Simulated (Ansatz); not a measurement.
# CdPt, space group P4/mmm: an equation of state with a fit

With Ansatz 0.2.0 through its Python package.

At the Python prompt:
```pycon
>>> import warnings
>>> import ansatz as az
>>> import numpy as np
>>> from pymatgen.analysis.eos import EOS
>>> VECTORS = np.array([
...     [2.985456, 0.0, 0.0],
...     [0.0, 2.985456, 0.0],
...     [0.0, 0.0, 3.846053],
... ])
>>> SITES = [
...     ("Cd", [0.0, 0.0, 0.0]),
...     ("Pt", [0.5, 0.5, 0.5]),
... ]
>>> def crystal_on(cell):
...     crystal = az.Crystal(lattice=az.Lattice.of(cell))
...     for symbol, position in SITES:
...         crystal = crystal.atom(symbol, position)
...     return crystal
...
>>> warnings.simplefilter("ignore", az.DeckWarning)
>>> # uniform scaling of the cell
>>> volumes, energies = [], []
>>> for scale in np.linspace(0.9, 1.1, 9):
...     cell = VECTORS * scale ** (1 / 3)
...     model = crystal_on(cell).calculation()
...     model = model.occupations("methfessel_paxton", width=0.1).basis(530)
...     model = model.functional("r2SCAN")
...     model = model.kpoints(8, 8, 6)
...     rep = model.run().report
...     volumes.append(abs(np.linalg.det(cell)) / len(SITES))
...     energies.append(rep["free_energy_ev"] / len(SITES))
...     print(f"V = {volumes[-1]:8.4f} A^3/atom  F = {energies[-1]:.5f} eV/atom")
...
V =  15.4259 A^3/atom  F = -10402.79925 eV/atom
V =  15.8543 A^3/atom  F = -10402.84335 eV/atom
V =  16.2828 A^3/atom  F = -10402.87120 eV/atom
V =  16.7113 A^3/atom  F = -10402.88522 eV/atom
V =  17.1398 A^3/atom  F = -10402.88736 eV/atom
V =  17.5683 A^3/atom  F = -10402.87937 eV/atom
V =  17.9968 A^3/atom  F = -10402.86275 eV/atom
V =  18.4253 A^3/atom  F = -10402.83878 eV/atom
V =  18.8538 A^3/atom  F = -10402.80861 eV/atom
>>> for form in ["birch_murnaghan", "vinet", "murnaghan"]:
...     fit = EOS(eos_name=form).fit(volumes, energies)
...     print(f"{form:18s} V0 {fit.v0:8.4f} A^3/atom  B0 {fit.b0_GPa:7.1f} GPa  B1 {fit.b1:5.2f}")
...
birch_murnaghan    V0  17.0078 A^3/atom  B0   157.2 GPa  B1  5.28
vinet              V0  17.0079 A^3/atom  B0   157.6 GPa  B1  5.28
murnaghan          V0  17.0079 A^3/atom  B0   156.3 GPa  B1  5.28
```

A third-order Birch-Murnaghan fit through the 9 points has its minimum at 17.01 Å³ an atom, 0.8 % below the typed cell, with a bulk modulus of 157 GPa and dB/dP = 5.3. From that minimum the energy rises by 88.6 meV an atom on the compressed side and 79.2 meV on the expanded side.

Reading the output:
- Total energies depend on the potentials; only differences at equal settings carry meaning.
- Shape and fractional positions are held along the curve, so the bulk modulus is an upper value where they are free to relax.
- The mesh is modest for a metal, so energies can be off by several to tens of meV an atom and pressures by half a GPa or more; differences at equal mesh fare better.
- Spin-orbit coupling, which matters for elements this heavy, is left out.
- The structure comes from a database of computed cells and needn't be a stable or known phase.
- Hardware and time: 46 s on 1 thread of Arm Neoverse V1 (shared host), peak memory 0.55 GiB.

(Lines on the test bed's own set-up are left out of the output.)
